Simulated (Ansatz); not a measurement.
# Eu3Si (antiAuCu3): a single-point run

The task is a single-point run on Eu3Si (antiAuCu3). The structure is shown as the input types it.

Program: Ansatz 0.2.0. Level of theory: Kohn-Sham DFT, with the functional, basis and potentials that each input names. These are calculated values, not measurements.

1 further run of the same task is left out (it didn't finish). Runs told in other sessions of the task aren't counted.

### 1 The structure to begin with

Symmetry: Pm-3m, No. 221, cubic system. The conventional cell has a = 4.838 Å, b = 4.838 Å, c = 4.838 Å, α = 90.00°, β = 90.00°, γ = 90.00°. Eu (site symmetry 4/mmm) is surrounded by 8 Eu at 3.42 Å and 4 Si at 3.42 Å. Si (site symmetry m-3m) has 12 Eu at 3.42 Å in its first shell of neighbours.

Coordinates:

```cif
data_structure
_symmetry_space_group_name_H-M 'P 1'
_symmetry_Int_Tables_number 1
_cell_length_a 4.8379
_cell_length_b 4.8379
_cell_length_c 4.8379
_cell_angle_alpha 90.000
_cell_angle_beta 90.000
_cell_angle_gamma 90.000
_cell_volume 113.23
loop_
_atom_site_label
_atom_site_type_symbol
_atom_site_fract_x
_atom_site_fract_y
_atom_site_fract_z
_atom_site_occupancy
Eu1 Eu 0.00000 0.50000 0.50000 1
Eu2 Eu 0.50000 0.50000 0.00000 1
Eu3 Eu 0.50000 0.00000 0.50000 1
Si1 Si 0.00000 0.00000 0.00000 1
```

### 2 Input and run

input.yaml

```yaml
crystal:
  lattice:
    - [4.8379082843, 0.0, 0.0]
    - [0.0, 4.8379082843, 0.0]
    - [0.0, 0.0, 4.8379082843]
  atoms:
    - { symbol: Eu, position: [0.0, 0.5, 0.5], spin: 7.0 }
    - { symbol: Eu, position: [0.5, 0.5, 0.0], spin: 7.0 }
    - { symbol: Eu, position: [0.5, 0.0, 0.5], spin: 7.0 }
    - { symbol: Si, position: [0.0, 0.0, 0.0] }
basis:
  ecutwfc: 420
  ecutrho_ratio: 4
kpoints:
  mp_grid: { grid: [8, 8, 8] }
hamiltonian:
  xc: pbe
  hubbard: { sites: [{ species: Eu, l: f, u_eff: -5.0 }] }
scf:
  occupations: { method: gaussian, width: 0.05 }
  max_iter: 100
output:
  forces: true
  stress: true
magnetization:
  spin_polarized: true
```

Launch:

```
> ansatz run input.yaml --threads 2 --pin off --max-ram 2662MiB --backend cpu --events-out ev --progress --plain --runs-dir out
```

**Question.** How will this run end, and is anything wrong with its input?

The run converged and reported no error, with warnings (seeded moment not kept). Its log warns: «of that result alone: the starting moments were not kept: the SCF closed with an absolute magnetisation of 6.1e-4 μB, where they sum to 21 μB in size (3 sites) ...»

In the input, hamiltonian.hubbard.sites is [{species: Eu, l: f, u_eff: -5.0}]. The U is negative: it rewards fractional occupations of the shell, where a positive U penalises them, and shifts its filled levels up and its empty ones down.

The test: delete hamiltonian.hubbard.sites.
